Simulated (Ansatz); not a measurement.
# YSn3: the cost of one run

Computed with Ansatz 0.2.0 (DFT PBEsol, scalar-relativistic, unless a step's input says otherwise).

**1. The system as given**

Symmetry: Pm-3m, No. 221, cubic system. The conventional cell has a = 4.666 Å, b = 4.666 Å, c = 4.666 Å, α = 90.00°, β = 90.00°, γ = 90.00°. Y (site symmetry m-3m) is surrounded by 12 Sn at 3.30 Å. Sn (site symmetry 4/mmm) has 4 Y at 3.30 Å and 8 Sn at 3.30 Å in its first shell of neighbours.

As a file:

```
Y Sn
1.0
     4.66600    0.00000    0.00000
     0.00000    4.66600    0.00000
     0.00000    0.00000    4.66600
Y Sn
1 3
Direct
  0.00000 0.00000 0.00000
  0.00000 0.50000 0.50000
  0.50000 0.00000 0.50000
  0.50000 0.50000 0.00000
```

Atoms are numbered in the order of the input: Y1, Sn2, Sn3, Sn4.

**2. The deformed structure**

Space group Pm-3m before, P4/mmm after.

**3. All-electron LAPW**

input.yaml

```yaml
crystal:
  lattice:
    - [4.666, 0.0, 0.0]
    - [0.0, 4.666, 0.0]
    - [0.0, 0.0, 4.57268]
  atoms:
    - { symbol: "Y", position: [0.0, 0.0, 0.0] }
    - { symbol: Sn, position: [0.0, 0.5, 0.5] }
    - { symbol: Sn, position: [0.5, 0.0, 0.5] }
    - { symbol: Sn, position: [0.5, 0.5, 0.0] }
kpoints:
  mp_grid: { grid: [8, 8, 8] }
  band_path:
    path:
      - [0.0, 0.0, 0.0]
      - [0.0, 0.5, 0.0]
      - [0.5, 0.5, 0.0]
      - [0.0, 0.0, 0.0]
      - [0.0, 0.0, 0.5]
      - [0.0, 0.5, 0.5]
      - [0.5, 0.5, 0.5]
      - [0.0, 0.0, 0.5]
      - [0.0, 0.5, 0.0]
    npoints: 5
scf:
  occupations: { method: fermi_dirac, width: 0.05 }
hamiltonian:
  xc: pbesol
  pseudopotentials: { kind: all_electron, lapw: { basis_error: 0.001 } }
output:
  forces: true
  stress: true
  eigenvalues: true
```

Launch:

```
> ansatz run input.yaml --threads 1 --pin off --max-ram 4096MiB --backend cpu --events-out ev --progress --plain --runs-dir out
```

What time and memory should one allow on 1 thread of Arm Neoverse V1, shared host?

About 1.8 min, with a peak of 0.72 GiB.
